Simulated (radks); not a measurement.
**Fractional charge and spin in the 3p shell of sulfur**

The task here is to estimate one member of a computed series from the others.

Method: non-relativistic Kohn-Sham, PBE, spin-polarised, spherical densities, point nucleus. Code: radks (a radial shooting solver on a logarithmic mesh, Libxc functionals) version 1.

**What is computed**

- element: sulfur (Z = 16)
- configuration: [Ne] 3s2 3p(up 3, down 1)

A shell typed twice in an input gives spin up, then spin down.

The first run:

The run's settings:

```text
Z 16
configuration [Ne] 3s2 3p3 3p1
relativity non-relativistic
functional pbe,pbe
spin polarised
nucleus point
```

Among the steps run: 3p: up 3, down 1.

One table of the session follows, with a row left open; its other results are not shown here.

It belongs to the step «3p: up 3, down 1». From the orbitals of this run (lengths in bohr):

| level | <r> | outermost maximum (interpolated) | 90 % within | nodes |
| --- | --- | --- | --- | --- |
| 2s up | 0.4811 | 0.390 | 0.754 | 1 |
| 2s down | 0.4810 | 0.390 | 0.754 | 1 |
| 2p up | 0.4432 | 0.326 | 0.738 | 0 |
| 2p down | 0.4432 | 0.327 | 0.738 | 0 |
| 3s up | 1.695 | 1.42 | 2.57 | 2 |
| 3s down | ? | ? | ? | ? |
| 3p up | 2.043 | 1.60 | 3.23 | 1 |
| 3p down | 2.119 | 1.61 | 3.40 | 1 |

Q: Estimate the row for 3s down from the others.

As computed: <r>: 1.708; outermost maximum (interpolated): 1.42; 90 % within: 2.61; nodes: 2. In the column «<r>» it lies between 3s up (1.695) and 3p up (2.043).
